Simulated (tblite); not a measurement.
# C3H7BF2OSi: the cost of one run

Computed with tblite 0.8.0 and PySCF 2.14.0, with density-fitted response routines of our own, on a single molecule, in the gas phase or a continuum. Atoms are numbered from 0 throughout.

## Step 1: The starting structure

15 atoms, charge 0, multiplicity 1; geometry from: force field or distance geometry start.

Bonds of the start (Å): F0–B1 1.46, B1–F2 1.47, B1–C3 1.57, C3–C4 1.47, C4–O5 1.37, O5–Si6 1.70, Si6–C7 1.89, C7–C3 1.52, C3–H8 1.10, C4–H9 1.10, C4–H10 1.13, Si6–H11 1.45, Si6–H12 1.45, C7–H13 1.11, C7–H14 1.10.

## Step 2: Relaxing the molecule with GFN2-xTB

What the job is given:

```
{"job": {"kind": "relax", "xc": "GFN2-xTB", "basis": "xTB"}, "charge": 0, "multiplicity": 1}
F      2.880100     1.331300     0.146600
B      1.982000     0.251200     0.526200
F      2.586200    -1.083600     0.454900
C      0.472700     0.395000     0.129600
C      0.239300    -0.139300    -1.216800
O     -1.088900    -0.380800    -1.475500
Si    -1.972900    -0.177400    -0.034500
C     -0.472000    -0.268000     1.116400
H      0.219300     1.467900     0.145000
H      0.913100    -0.990700    -1.409600
H      0.555900     0.655800    -1.948600
H     -2.499900     1.176000    -0.020100
H     -2.956900    -1.213900     0.236700
H     -0.217200    -1.330600     1.295300
H     -0.645000     0.315000     2.032700
```

Run with:

```
OMP_NUM_THREADS=1 python probes_run.py task.json out
```

One launch serves the whole session: the jobs run in the order shown.

**Question.** How long does this first job take on 1 thread of Arm Neoverse N1, shared host, and how much memory does it need?

About 1.2 s, with a peak of 0.18 GiB.
